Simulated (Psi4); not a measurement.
**GaHCl (SMILES [Cl][GaH]): a chain of runs**

Aim: a geometry optimisation (USVWN-RPA/3-21G), then vibrational wavenumbers, then the energy (UMP2/def2-TZVPP) of GaHCl. 

The calculation is run with Psi4 1.11.

**1. The structure to begin with**

The species is GaHCl (3 atoms), meant as a doublet with charge 0. As SMILES, `[Cl][GaH]`. Geometry: relaxed at PBE0-D4/def2-TZVP. The run starts from this shape.

Bond lengths: Cl1–Ga2 2.168 Å, Ga2–H3 1.604 Å. Angles: Cl1–Ga2–H3 115.5°.

**2. A geometry optimisation at USVWN-RPA/3-21G (density fitting) (run 1)**

File clgah.xyz:

```xyz
3
ClGaH
Cl     1.530700    -0.191300     0.805700
Ga    -0.331100    -0.583500    -0.232800
H     -1.210500     0.710000    -0.586300
```

File calc.py:

```python
import psi4

psi4.set_memory(1600000000)
psi4.set_num_threads(1)
psi4.core.set_output_file('output.dat', False)

with open('clgah.xyz') as f:
    atoms = ''.join(f.readlines()[2:])
m = psi4.geometry('0 2\n' + atoms + '')

psi4.set_options({
    'reference': 'uks',
    'geom_maxiter': 60,
})

energy_value, wavefunction = psi4.optimize('svwn/3-21G', molecule=m, return_wfn=True)
print(f'total energy {energy_value:.8f} hartree = {energy_value * 27.211386:.5f} eV')
m.save_xyz_file('final.xyz', False)
```

Run with:

```
$ python calc.py
```

output.dat:

```text
[...]
  Running in cs symmetry.
[...]
  Nuclear repulsion =  141.693116369598556
[...]
  Multiplicity = 2
[...]
  Nalpha       = 25
  Nbeta        = 24
[...]
    Number of basis functions: 38
[...]
   @DF-UKS iter   1: -2369.84897442209740   -2.76242e+00   3.60920e-02 ADIIS/DIIS
[...]
   @DF-UKS iter   6: -2370.49627078599678   -2.72848e-12   8.82405e-09 DIIS
[...]
   @S^2 Observed:                7.514019420E-01
[...]
  @DF-UKS Final Energy: -2370.49627078599678
   => Energetics <=
    Nuclear Repulsion Energy =            139.1190197274141838
    One-Electron Energy =               -3585.7445922783690548
    Two-Electron Energy =                1176.2253654550493138
    DFT Exchange-Correlation Energy =    -100.0960636900908298
    Empirical Dispersion Energy =           0.0000000000000000
    VV10 Nonlocal Energy =                  0.0000000000000000
    Total Energy =                      -2370.4962707859967850
[...]
 Multipole Moments:
 ------------------------------------------------------------------------------------
     Multipole            Electronic (a.u.)      Nuclear  (a.u.)        Total (a.u.)
 ------------------------------------------------------------------------------------
 L = 1.  Multiply by 2.5417464519 to convert [e a0] to [Debye]
 Dipole X            :         -2.8401039            1.8152289           -1.0248750
 Dipole Y            :         -1.9253120            1.8033847           -0.1219274
 Dipole Z            :          0.0000000            0.0000000            0.0000000
 Magnitude           :                                                    1.0321023
[...]
  -Total Gradient:
     Atom            X                  Y                   Z
    ------   -----------------  -----------------  -----------------
       1       -0.000029243533    -0.000049899646     0.000000000000
       2        0.000005622560     0.000041022461     0.000000000000
       3       -0.000028357560    -0.000057360086     0.000000000000
[...]
    Final optimized geometry and variables:
    Molecular point group: cs
    Full point group: Cs
    Geometry (in Angstrom), charge = 0, multiplicity = 2:
    CL           1.459597564867     0.253641545092     0.000000000000
    GA          -0.716535996224    -0.145574521375     0.000000000000
    H           -1.639964968947     1.155213961892     0.000000000000
[...]
```

Standard output:

```text
Some dependencies such as QCElemental have not yet finished migration to pydantic v2. If issues are encountered please downgrade pydantic or upgrade QCElemental as appropriate
Optimizer: Optimization complete!
total energy -2370.49627079 hartree = -64504.48904 eV
```

It took 8.7 s on 1 thread of AMD EPYC 7B13 (Zen 3), shared host; peak memory 0.26 GiB.

Steps, from the record of the run:

| step | energy from the first frame kept (eV) | largest force (eV/Å) |
| --- | --- | --- |
| 0 | 0.0000 | 0.7391 |
| 1 | -0.0146 | 0.1695 |
| 2 | -0.0155 | 0.0146 |
| 3 | -0.0155 | 0.0033 |

After the run. Bond lengths: Cl1–Ga2 2.212 Å, Ga2–H3 1.595 Å. Angles: Cl1–Ga2–H3 115.0°.

**3. Vibrational wavenumbers at USVWN-RPA/3-21G (density fitting) (run 2)**

File input.inp:

```
memory 1600 MB

molecule molecule1 {
  0 2
  Cl     1.556535    -0.187533     0.819955
  Ga    -0.344251    -0.585427    -0.240057
  H     -1.207505     0.711053    -0.584590
  symmetry c1
}

set basis 3-21G
set reference uks
set t 298.15
set rotational_symmetry_number 1

freq('svwn')
print_variables()
```

Run with:

```
$ psi4 input.inp input.out -n 1
```

input.out:

```text
Psi4 1.11 release

gradient() will perform analytic gradient computation.

   => Loading Basis Set <=

    Name: 3-21G
    Role: ORBITAL
    Keyword: BASIS

         ---------------------------------------------------------
                                   SCF
                              UKS Reference
                        1 Threads,   1525 MiB Core
         ---------------------------------------------------------

  ==> Geometry <==

    Molecular point group: c1
    Full point group: Cs

    Geometry (in Angstrom), charge = 0, multiplicity = 2:

[... 140 lines left out ...]
                           Total Energy        Delta E     RMS |[F,P]|
[... 11 lines left out ...]
   @DF-UKS iter  10: -2370.49627078818912   -2.10548e-10   7.64844e-08 DIIS
[... 64 lines left out ...]
    Nuclear Repulsion Energy =            139.1189990343673060
[... 252 lines left out ...]
    Weights Tolerance      =       1.00E-15
[... 65 lines left out ...]
   @DF-UKS iter   9: -2370.49627078797857   -3.57431e-09   3.22041e-07 DIIS
[... 61 lines left out ...]
  @DF-UKS Final Energy: -2370.49627078820095
[... 117 lines left out ...]
    Weights Tolerance      =       1.00E-15
[... 22 lines left out ...]

RuntimeError: Engine::lmax_exceeded -- angular momentum limit exceeded

Printing out the relevant lines from the Psithon --> Python processed input file:
    core.IO.set_default_namespace("molecule1")
    core.set_global_option("BASIS", "3-21G")
    core.set_global_option("REFERENCE", "uks")
    core.set_global_option("T", 298.15)
    core.set_global_option("ROTATIONAL_SYMMETRY_NUMBER", 1)
--> freq('svwn')
    print_variables()

!-----------------------------------------------------------!
!                                                           !
!  Engine::lmax_exceeded -- angular momentum limit exceeded !
!                                                           !
!-----------------------------------------------------------!

    Psi4 run time: 0:00:03.99
```

Wall time 5.4 s (1 thread of AMD EPYC 7B13 (Zen 3), shared host); peak memory 0.28 GiB.

The run ended with an error.

**4. The energy at UMP2/def2-TZVPP (density fitting, density fitting for correlation) (run 3)**

File job.in:

```
memory 1.6 GB

molecule molecule1 {
  0 2
  Cl
  Ga 1 R2
  H 2 R3 1 A3

  R2 = 2.212449
  R3 = 1.595234
  A3 = 114.97547
}

set basis def2-TZVPP
set reference uhf
set num_frozen_docc 14

energy("mp2")
print_variables()
```

Run with:

```
$ psi4 -i job.in -o job.out -n 1
```

job.out:

```text
[...]
  Running in cs symmetry.
[...]
  Nuclear repulsion =  139.119022613001107
[...]
  Multiplicity = 2
[...]
  Nalpha       = 25
  Nbeta        = 24
[...]
    Number of basis functions: 104
[...]
   @DF-UHF iter   1: -2381.71261815152502   -2.86497e+00   3.81495e-02 ADIIS/DIIS
[...]
   @DF-UHF iter  16: -2383.37042991141652   -4.54747e-12   7.39813e-09 DIIS
[...]
   @S^2 Observed:                7.613978036E-01
[...]
    Orbital Energies [Eh]
    ---------------------
    Alpha Occupied:
       1Ap  -378.856831     2Ap  -104.805721     3Ap   -48.207034
       1App  -42.534848     4Ap   -42.533833     5Ap   -42.532330
       6Ap   -10.534126     7Ap    -8.002264     8Ap    -7.999535
       2App   -7.999507     9Ap    -6.436552     3App   -4.529523
      10Ap    -4.527304    11Ap    -4.522933    12Ap    -1.242920
       4App   -1.239274     5App   -1.236020    13Ap    -1.235968
      14Ap    -1.232792    15Ap    -1.055529    16Ap    -0.601870
      17Ap    -0.490071    18Ap    -0.451125     6App   -0.450558
      19Ap    -0.334091
    Alpha Virtual:
[...]
  @DF-UHF Final Energy: -2383.37042991141652
   => Energetics <=
    Nuclear Repulsion Energy =            139.1190226130011069
    One-Electron Energy =               -3598.2646523621433516
    Two-Electron Energy =                1075.7751998377252676
    Total Energy =                      -2383.3704299114169771
  UHF NO Occupations:
  HONO-2 :   17 Ap 1.9993531
  HONO-1 :   18 Ap 1.9953294
[...]
 Multipole Moments:
 ------------------------------------------------------------------------------------
     Multipole            Electronic (a.u.)      Nuclear  (a.u.)        Total (a.u.)
 ------------------------------------------------------------------------------------
 L = 1.  Multiply by 2.5417464519 to convert [e a0] to [Debye]
 Dipole X            :         -1.5773948            1.4462424           -0.1311524
 Dipole Y            :         -3.1001063            2.1108379           -0.9892684
 Dipole Z            :          0.0000000            0.0000000            0.0000000
 Magnitude           :                                                    0.9979243
[...]
```

It took 3.6 s on 1 thread of AMD EPYC 7B13 (Zen 3), shared host; peak memory 0.25 GiB.

**5. What came out**

| quantity | value |
| --- | --- |
| run 1, USVWN-RPA/3-21G: total energy at the end | -2370.49627 Eh |
| run 1, USVWN-RPA/3-21G: dipole moment | 2.62 D |
| run 1, USVWN-RPA/3-21G: HOMO energy (highest over α and β) | -5.69 eV |
| run 1, USVWN-RPA/3-21G: LUMO energy (lowest over α and β) | -4.72 eV |
| run 1, USVWN-RPA/3-21G: ⟨S²⟩ | 0.751 |
| run 3, UMP2/def2-TZVPP: total energy | -2383.76024 Eh |
| run 3, UMP2/def2-TZVPP: HOMO energy (Hartree–Fock orbitals) (highest over α and β) | -9.09 eV |
| run 3, UMP2/def2-TZVPP: LUMO energy (Hartree–Fock orbitals) (lowest over α and β) | 0.33 eV |
| run 3, UMP2/def2-TZVPP: correlation energy (14 core orbitals frozen) | -389.8 mEh |
| run 3, UMP2/def2-TZVPP: ⟨S²⟩ of the reference determinant | 0.761 |
| run 2, USVWN-RPA/3-21G | no result (crashed) |

**Reading.** The optimisation (run 1, USVWN-RPA/3-21G) took 4 steps and changed the energy by -0.016 eV. 1 of the 3 runs did not end normally.
